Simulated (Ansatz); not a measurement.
# C3H11B: the cost of one run

Method: UKS B3LYP-D4/6-31G, in Ansatz 0.2.0.

## Step 1: Starting point

Bond lengths: B1–C2 1.853 Å, B1–C3 1.599 Å, B1–C4 1.598 Å, B1–H5 1.275 Å, C2–H7 1.089 Å, C2–H8 1.089 Å, C2–H9 1.089 Å, C3–H10 1.088 Å, C3–H11 1.089 Å, C3–H12 1.088 Å, C4–H13 1.089 Å, C4–H14 1.088 Å, C4–H15 1.088 Å. Angles (14 of 24 angles, heavy atoms first): C2–B1–C3 110.8°, C2–B1–C4 110.9°, C3–B1–C4 121.9°, B1–C2–H7 102.8°, B1–C2–H8 115.5°, B1–C2–H9 114.9°, C2–B1–H5 49.3°, C3–B1–H5 118.8°, C4–B1–H5 118.9°, B1–C3–H10 112.2°, B1–C3–H11 111.2°, B1–C3–H12 112.7°, B1–C4–H13 111.3°, B1–C4–H14 112.7°.

Coordinates:

```xyz
15

B    -0.1075    0.3053   -0.0255
C     1.3105   -0.7606    0.5087
C    -0.2656    0.2867   -1.6166
C    -1.3600    0.1213    0.9505
H     1.0235    0.6151    0.4754
H     0.6736    1.5335    0.3895
H     0.9642   -1.7641    0.2654
H     2.2387   -0.6179   -0.0430
H     1.5107   -0.7561    1.5790
H    -0.9694    1.0383   -1.9685
H    -0.6418   -0.6738   -1.9645
H     0.6753    0.4637   -2.1338
H    -1.8258   -0.8539    0.8179
H    -1.0898    0.2017    2.0017
H    -2.1365    0.8608    0.7638
```

## Step 2: Run 1

150 steps of 0.5 fs at constant energy, with velocities drawn for 600 K.

Input file input.yaml:

```yaml
crystal:
  periodic: [false, false, false]
  atoms:
    - { symbol: B, position_ang: [-0.1075, 0.3053, -0.0255] }
    - { symbol: C, position_ang: [1.3105, -0.7606, 0.5087] }
    - { symbol: C, position_ang: [-0.2656, 0.2867, -1.6166] }
    - { symbol: C, position_ang: [-1.36, 0.1213, 0.9505] }
    - { symbol: H, position_ang: [1.0235, 0.6151, 0.4754] }
    - { symbol: H, position_ang: [0.6736, 1.5335, 0.3895] }
    - { symbol: H, position_ang: [0.9642, -1.7641, 0.2654] }
    - { symbol: H, position_ang: [2.2387, -0.6179, -0.043] }
    - { symbol: H, position_ang: [1.5107, -0.7561, 1.579] }
    - { symbol: H, position_ang: [-0.9694, 1.0383, -1.9685] }
    - { symbol: H, position_ang: [-0.6418, -0.6738, -1.9645] }
    - { symbol: H, position_ang: [0.6753, 0.4637, -2.1338] }
    - { symbol: H, position_ang: [-1.8258, -0.8539, 0.8179] }
    - { symbol: H, position_ang: [-1.0898, 0.2017, 2.0017] }
    - { symbol: H, position_ang: [-2.1365, 0.8608, 0.7638] }
magnetization:
  spin_polarized: true
basis:
  gaussian: { orbitals: "6-31G" }
hamiltonian:
  xc: b3lyp
  dispersion: d4
md:
  timestep: 0.5
  n_steps: 150
  ensemble: nve
  temperature: 600.0
  initial_velocities: maxwell_boltzmann
  seed: 910683
```

The run is started by

```bash
ansatz run input.yaml --threads 1 --pin off --max-ram 2048MiB --backend cpu --events-out ev --progress --plain --runs-dir out
```

Q: Estimate wall time and peak memory on 1 thread of AMD EPYC 7B13 (Zen 3), shared host.

About 8.4 min, with a peak of 0.19 GiB.
